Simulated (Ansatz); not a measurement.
# Hf (diamond type): the cost of one run

Program: Ansatz 0.2.0. Level of theory: DFT LDA, with the methods named in each step. These are calculated values, not measurements.

This is Hf in the diamond structure; at room conditions it is hcp.

1 further run of the same task is left out (it didn't finish). Runs told in other sessions of the task aren't counted.

### 1 The structure to begin with

It takes space group Fd-3m (No. 227, cubic). The conventional cell has a = 6.223 Å, b = 6.223 Å, c = 6.223 Å, α = 90.00°, β = 90.00°, γ = 90.00°. Around Hf (site symmetry -43m) lie 4 Hf at 2.69 Å.

Structure file:

```xyz
2
Lattice="0.0000 3.1115 3.1115 3.1115 0.0000 3.1115 3.1115 3.1115 0.0000" Properties=species:S:1:pos:R:3 pbc="T T T"
Hf   -0.7779   -0.7779   -0.7779
Hf    0.7779    0.7779    0.7779
```

Whether this phase is the stable one at these pressures isn't tested.

Atoms are numbered in the order of the input: Hf1, Hf2.

### 2 The reference volume, LAPW

Contents of input.yaml:

```yaml
crystal:
  lattice:
    - [0.0, 3.1114920633, 3.1114920633]
    - [3.1114920633, 0.0, 3.1114920633]
    - [3.1114920633, 3.1114920633, 0.0]
  atoms:
    - { symbol: Hf, position: [-0.125, -0.125, -0.125] }
    - { symbol: Hf, position: [0.125, 0.125, 0.125] }
kpoints:
  mp_grid: { grid: [11, 11, 11] }
  band_path:
    path:
      - [0.0, 0.0, 0.0]
      - [0.5, 0.0, 0.5]
      - [0.625, 0.25, 0.625]
      - [0.375, 0.375, 0.75]
      - [0.0, 0.0, 0.0]
      - [0.5, 0.5, 0.5]
      - [0.5, 0.25, 0.75]
      - [0.5, 0.0, 0.5]
    npoints: 14
scf:
  occupations: { method: fermi_dirac, width: 0.05 }
hamiltonian:
  xc: lda
  pseudopotentials: { kind: all_electron, lapw: { basis_error: 0.001 } }
output:
  forces: true
  stress: true
  eigenvalues: true
  populations: true
  dos: { projected: true, de: 0.2, e_range: [-14, 8] }
```

Run with:

```console
$ ansatz run input.yaml --threads 1 --pin off --max-ram 2048MiB --backend cpu --events-out ev --progress --plain --runs-dir out
```

**Question.** How long does this run take on 1 thread of Arm Neoverse V1, shared host, and how much memory does it need?

About 78 s, with a peak of 0.48 GiB.
